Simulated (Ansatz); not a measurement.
**Sn: how the settings move a relaxation**

How sensitive is a relaxation of Sn to its settings? A reference run comes first, then one run with altered input.

Computed with Ansatz 0.2.0 (reference: DFT, PBEsol, PAW with Ansatz's default frozen-core files, scalar-relativistic, unless a step's input says otherwise).

## 1. Starting point

Symmetry: Fd-3m, No. 227, cubic system. Conventional cell: a = 6.401 Å, b = 6.401 Å, c = 6.401 Å, α = 90.00°, β = 90.00°, γ = 90.00°. Around Sn (site symmetry -43m) lie 4 Sn at 2.77 Å.

Coordinates:

```cif
data_structure
_symmetry_space_group_name_H-M 'Fd-3m:1'
_symmetry_Int_Tables_number 227
_cell_length_a 6.4014
_cell_length_b 6.4014
_cell_length_c 6.4014
_cell_angle_alpha 90.000
_cell_angle_beta 90.000
_cell_angle_gamma 90.000
_cell_volume 262.31
loop_
_atom_site_label
_atom_site_type_symbol
_atom_site_symmetry_multiplicity
_atom_site_Wyckoff_symbol
_atom_site_fract_x
_atom_site_fract_y
_atom_site_fract_z
_atom_site_occupancy
Sn1 Sn 8 b 0.00000 0.00000 0.50000 1
```

## 2. The reference run

Input file input.yaml:

```yaml
crystal:
  lattice:
    - [0.0, 3.2006805386, 3.2006805386]
    - [3.2006805386, 0.0, 3.2006805386]
    - [3.2006805386, 3.2006805386, 0.0]
  atoms:
    - { symbol: Sn, position: [0.0, 0.0, 0.0] }
    - { symbol: Sn, position: [0.25, 0.25, 0.25] }
kpoints:
  mp_grid: { grid: [9, 9, 9] }
scf:
  occupations: { method: fermi_dirac, width: 0.05 }
hamiltonian:
  xc: pbesol
  pseudopotentials: { kind: paw }
output:
  forces: true
  stress: true
  efg: { contact_densities: true }
relax:
  f_tol: 0.005
  max_steps: 80
  cell: {}
```

Command:

```console
> ansatz run input.yaml --threads 1 --pin off --max-ram 2048MiB --backend cpu --events-out ev --progress --plain --runs-dir out
```

## 3. Changed: dr2_threshold 1.0e-06

input.yaml: that of step 2 with these lines changed.

```diff
@@ -12,2 +12,3 @@
   occupations: { method: fermi_dirac, width: 0.05 }
+  convergence: { dr2_threshold: 1.0e-06 }
 hamiltonian:
```

**Question.** What will these runs give? Wanted: for each run, ending; energy change; pressure; gap; force.

As calculated:

```
                     run     ending  energy change  pressure (GPa)  gap (eV)  force (eV/Å)  cycles   time
               reference  converged              0             0.0      0.00          0.00      24  9.1 s
1: dr2_threshold 1.0e-06  converged   0.0 meV/atom             0.0      0.00          0.00      20  8.7 s
```

With the changed convergence setting the energy agrees within 0.5 meV/atom. Cost: 20 SCF cycles against 24.
